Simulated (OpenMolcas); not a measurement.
**Ta²⁺ among point charges: CASSCF levels and susceptibility**

How does a field of 5 point charges split the states of Ta²⁺, and what χT follows?

Program: OpenMolcas 26.06. Level of theory: state-averaged CASSCF, spin-orbit coupling by RASSI with atomic mean-field integrals. These are calculated values, not measurements, unless marked.

1 further run of the same task is left out (it didn't finish).

**1. Starting point**

- Species: Ta²⁺ (tantalum, Z = 73, 71 electrons)
- Basis: ANO-RCC-VDZP [7s6p4d2f1g], 68 functions
- Scalar Hamiltonian: DKH2, point nucleus
- Inactive shells: 1s 2s 2p 3s 3p 3d 4s 4p 4d 4f 5s 5p
- Active space: 3 electrons in 5 orbitals (5d)
- Some configurations of this space: 5d³
- Orbitals: optimised for each spin and parity, averaged over all roots

Outer shells as boxes (Hund's rule):

5d3
```
5d [↑ ][↑ ][↑ ][  ][  ]
```

The ion sits among 5 point charges of -2 e arranged as a trigonal bipyramid (D3h), 2.19 Å from the ion, with the axial distance 2.606 Å. The active orbitals were held to one l.

Each step is its own input file, run in one work folder so that later steps find the files of earlier ones. Labels, J, g values, rates, χT and fits are worked out afterwards by a script from the matrices that RASSI stores.

**2. One- and two-electron integrals**

Input file a.inp:

```
&GATEWAY
Coord
1

Ta 0.0 0.0 0.0
Basis=ANO-RCC-VDZP
Group=NoSym
NoMove
AngMom=0.0 0.0 0.0
AMFI
XField
5 Angstrom 0
2.190000 0.000000 0.000000 -2.000000
-1.095000 1.896596 0.000000 -2.000000
-1.095000 -1.896596 0.000000 -2.000000
0.000000 0.000000 2.606100 -2.000000
0.000000 0.000000 -2.606100 -2.000000
&SEWARD
```

Launch:

```bash
OMP_NUM_THREADS=1 MOLCAS_MEM=1689 MOLCAS_PROJECT=a pymolcas a.inp > a.log
```

**3. CASSCF: quartets, 10 roots**

Input file a.inp:

```
&RASSCF
FileOrb=start.orb
Symmetry=1
Spin=4
nActEl=3 0 0
Inactive=34
Ras2=5
CIRoot=10 10 1
SDav=10
CIMx=300
Iter=120 100
PrWF=0.3
OrbListing=Nothing
MaxOrb=0
SupSym
1
20 10 11 12 13 14 19 20 21 22 23 35 36 37 38 39 48 49 50 51 52
>>> COPY $Project.JobIph JOB001
```

start.orb holds the contracted functions of the basis, ordered by shell, or the orbitals of the step before.

**4. CASSCF: doublets, 40 roots**

Input file a.inp:

```
&RASSCF
FileOrb=start.orb
Symmetry=1
Spin=2
nActEl=3 0 0
Inactive=34
Ras2=5
CIRoot=40 40 1
SDav=40
CIMx=300
Iter=120 100
PrWF=0.3
OrbListing=Nothing
MaxOrb=0
SupSym
1
20 10 11 12 13 14 19 20 21 22 23 35 36 37 38 39 48 49 50 51 52
>>> COPY $Project.JobIph JOB002
```

**5. RASSI: spin-orbit coupling between the states**

Input file a.inp:

```
&RASSI
NrOfJobIphs=2 10 40
1 2 3 4 5 6 7 8 9 10
1 2 3 4 5 6 7 8 9 10 11 12 13 14 15 16 17 18 19 20 21 22 23 24 25 26 27
28 29 30 31 32 33 34 35 36 37 38 39 40
IphNames
JOB001
JOB002
EJob
SpinOrbit
DIPRint=1.0
SOCoupling=1000.0
Subsets=2
Property=9
'ANGMOM' 1 'ANGMOM' 2 'ANGMOM' 3 'MLTPL  1' 1 'MLTPL  1' 2 'MLTPL  1' 3
'AMFI' 1 'AMFI' 2 'AMFI' 3
SOProperty=3
'ANGMOM' 1 'ANGMOM' 2 'ANGMOM' 3
```

Q: Predict the outcome of this session. Wanted: spin-free ground state; first state of the same spin within the active space; lowest level; next level.

**Answer**, as computed:

| quantity | value |
| --- | --- |
| method | CASSCF |
| spin-free ground state | 4E, 2-fold in its orbital part |
| first state of the same spin within the active space | 4A2 at 8820 cm⁻¹ |
| lowest level | 2-fold E1/2, g = 0.17, 0.17, 1.82 |
| next level | 831.8 cm⁻¹ |
| χT at 300 K | 0.31 cm³ K/mol |
| effective moment at 300 K | 1.58 μB |

What this shows: The spin-free ground state (4E) comes to 100 % from free-ion F terms and keeps the highest spin of the shell. χT at 300 K is 0.31, against 1.88 cm³ K/mol for the spin alone, so spin-orbit coupling lowers it. The field of point charges can differ much from that of real complexes. Point charges carry no covalency, so the field is a model and not that of real ligands.
